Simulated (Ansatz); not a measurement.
# Ge (hcp type): how the settings move a single-point run

Question: which choices in the input matter for Ge (hcp type)?

Program: Ansatz 0.2.0. Level of theory: reference: DFT, PBEsol, PAW with Ansatz's default frozen-core files, scalar-relativistic. These are calculated values, not measurements.

**1. The starting structure**

The structure is hexagonal, space group P6_3/mmc (No. 194). The conventional cell has a = 2.801 Å, b = 2.801 Å, c = 4.583 Å, α = 90.00°, β = 90.00°, γ = 120.00°. Ge (site symmetry -6m2) has 12 Ge at 2.80 Å in its first shell of neighbours.

Coordinates:

```cif
data_structure
_symmetry_space_group_name_H-M 'P 1'
_symmetry_Int_Tables_number 1
_cell_length_a 2.8008
_cell_length_b 2.8008
_cell_length_c 4.5827
_cell_angle_alpha 90.000
_cell_angle_beta 90.000
_cell_angle_gamma 120.000
_cell_volume 31.13
loop_
_atom_site_label
_atom_site_type_symbol
_atom_site_fract_x
_atom_site_fract_y
_atom_site_fract_z
_atom_site_occupancy
Ge1 Ge 0.33333 0.66667 0.25000 1
Ge2 Ge 0.66667 0.33333 0.75000 1
```

**2. Baseline**

input.yaml reads:

```yaml
crystal:
  lattice:
    - [2.8007706261, 0.0, 0.0]
    - [-1.400385313, 2.4255385124, 0.0]
    - [0.0, 0.0, 4.5826812478]
  atoms:
    - { symbol: Ge, position: [0.3333333333, 0.6666666667, 0.25] }
    - { symbol: Ge, position: [0.6666666667, 0.3333333333, 0.75] }
kpoints:
  mp_grid: { grid: [16, 16, 9] }
scf:
  occupations: { method: fermi_dirac, width: 0.08 }
hamiltonian:
  xc: pbesol
  pseudopotentials: { kind: paw }
output:
  forces: true
  stress: true
  eigenvalues: true
  populations: true
  write_density: true
  write_potential: true
  elf: true
  volumetric_format: npy
```

Command:

```
$ ansatz run input.yaml --threads 1 --pin off --max-ram 2048MiB --backend cpu --events-out ev --progress --plain --runs-dir out
```

**3. Changed: occupations.method tetrahedron, preconditioner local_kerker, width left out**

input.yaml: that of step 2 with these lines changed.

```diff
@@ -11,3 +11,4 @@
 scf:
-  occupations: { method: fermi_dirac, width: 0.08 }
+  occupations: { method: tetrahedron }
+  mixing: { preconditioner: local_kerker }
 hamiltonian:
@@ -20,5 +21 @@
   populations: true
-  write_density: true
-  write_potential: true
-  elf: true
-  volumetric_format: npy
```

**4. Changing settings: scf.algorithm direct_min**

input.yaml: that of step 2 with these lines changed.

```diff
@@ -12,2 +12,3 @@
   occupations: { method: fermi_dirac, width: 0.08 }
+  algorithm: direct_min
 hamiltonian:
@@ -20,5 +21 @@
   populations: true
-  write_density: true
-  write_potential: true
-  elf: true
-  volumetric_format: npy
```

Q: Predict the outcome of this session. Wanted: for each run, ending; energy change; pressure; gap; force.

**Answer**, as computed:

```
                                                                           run     ending        energy change  pressure (GPa)  gap (eV)  force (eV/Å)  cycles   time
                                                                     reference  converged                    0            17.7      0.00          0.00       6  2.9 s
1: occupations.method tetrahedron, preconditioner local_kerker, width left out  converged  +4.4 meV/atom (σ→0)            17.6      0.00          0.00       5  2.1 s
                                                   2: scf.algorithm direct_min  converged         0.0 meV/atom            17.7      0.00          0.00       4  6.9 s
```

Times don't compare one to one where runs were asked for different outputs or read a saved state (see the inputs); cycles may leave out searches for a lower state.

Residual by cycle in the longest SCF loop of each run; runs are numbered as in the table. The quantity is the density residual dr2, in eV.

```
cycle  reference   run 1    run 2
    1    0.00117  0.0013  0.00138
    2     3.3e-4  3.4e-4   5.4e-4
    3     2.7e-5  5.2e-5   5.3e-6
    4     1.8e-7  1.8e-7   1.3e-8
    5     2.1e-8  2.3e-8        -
    6    1.0e-10       -        -
```

What this shows: The pressure spans 17.6 to 17.7 GPa over the reference and the converged variants. Of the variants the dearest is «scf.algorithm direct_min» (6.9 s), the cheapest «occupations.method tetrahedron, preconditioner local_kerker, width left out» (2.1 s), on a shared host. The structure is not at rest: the sound run finds 18 GPa, so these are no properties of the relaxed crystal. 
